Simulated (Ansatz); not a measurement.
# CH5FOSSi: a ladder of functionals and wavefunction methods

The task here is to estimate one member of a computed series from the others.

The runs use Ansatz 0.2.0, Gaussian basis; functionals in def2-TZVPP, the program's frozen cores in correlated methods.

The runs, in order: PBE-D4, r2SCAN-D4, PBE0-D4, B3LYP-D4, ωB97X-V, ωB97M-V, B2PLYP; CCSD(T)/def2-TZVPP; MP2/def2-QZVPP; extrapolation to the limit.

### The geometry

All runs share one geometry, relaxed beforehand with PBE0-D4 in a triple-zeta def2 set.

SMILES `O[SiH](F)CS`, 10 atoms, charge 0, spin multiplicity 1.

Atoms are counted from 1 here; the program's logs count them from 0.

Bond lengths: O1–Si2 1.629 Å, O1–H6 0.961 Å, Si2–F3 1.598 Å, Si2–C4 1.869 Å, Si2–H7 1.477 Å, C4–S5 1.822 Å, C4–H8 1.091 Å, C4–H9 1.093 Å, S5–H10 1.343 Å. Angles: Si2–O1–H6 115.7°, O1–Si2–F3 110.5°, O1–Si2–C4 111.9°, O1–Si2–H7 106.5°, F3–Si2–C4 106.2°, F3–Si2–H7 108.0°, C4–Si2–H7 113.7°, Si2–C4–S5 111.3°, Si2–C4–H8 113.3°, Si2–C4–H9 109.5°, S5–C4–H8 109.9°, S5–C4–H9 105.4°, H8–C4–H9 106.9°, C4–S5–H10 96.7°.

The first run:

Input file in.yaml:

```yaml
crystal:
  periodic: [false, false, false]
  atoms:
    - {symbol: O, position_ang: [-1.665073, 0.003870, 0.786603]}
    - {symbol: Si, position_ang: [-0.808857, 0.417436, -0.536276]}
    - {symbol: F, position_ang: [-0.660650, 2.005044, -0.634346]}
    - {symbol: C, position_ang: [0.930234, -0.266345, -0.481735]}
    - {symbol: S, position_ang: [1.613565, -0.204047, 1.205623]}
    - {symbol: H, position_ang: [-1.244534, 0.189579, 1.630865]}
    - {symbol: H, position_ang: [-1.591365, -0.040357, -1.701773]}
    - {symbol: H, position_ang: [1.008541, -1.280605, -0.876898]}
    - {symbol: H, position_ang: [1.589385, 0.362081, -1.086163]}
    - {symbol: H, position_ang: [0.911855, -1.237757, 1.697001]}
basis:
  gaussian: {orbitals: def2-TZVPP}
hamiltonian: {xc: pbe, dispersion: d4}
output: {forces: true, orbitals: {seedname: orbitals}}
```

On the command line:

```sh
ansatz run in.yaml --threads 4 --pin off --events-out ev --progress --plain --max-ram 10444MiB
```

Among the steps run: PBE-D4 (GGA); r2SCAN-D4 (meta-GGA); PBE0-D4 (hybrid); B3LYP-D4 (hybrid); ωB97X-V (range-separated); ωB97M-V (range-separated); B2PLYP (double hybrid); CCSD(T) in def2-TZVPP; MP2 in def2-QZVPP.

One of the session's tables, all rows but one given; the rest of the session is left out.

```
            method  atomisation energy (kJ/mol)
            PBE-D4                       3754.1
         r2SCAN-D4                       3717.7
           PBE0-D4                       3685.3
          B3LYP-D4                       3690.0
           ωB97X-V                       3724.1
           ωB97M-V                       3728.0
            B2PLYP                            ?
     HF/def2-TZVPP                       2690.0
    MP2/def2-TZVPP                       3694.8
   CCSD/def2-TZVPP                       3559.7
CCSD(T)/def2-TZVPP                       3615.1
           MP2/CBS                       3807.0
       CCSD(T)/CBS                       3727.3
```

Q: Estimate the row for B2PLYP from the others.

As computed: atomisation energy (kJ/mol): 3660.9. In the column «atomisation energy (kJ/mol)» it lies between CCSD(T)/def2-TZVPP (3615.1) and PBE0-D4 (3685.3).
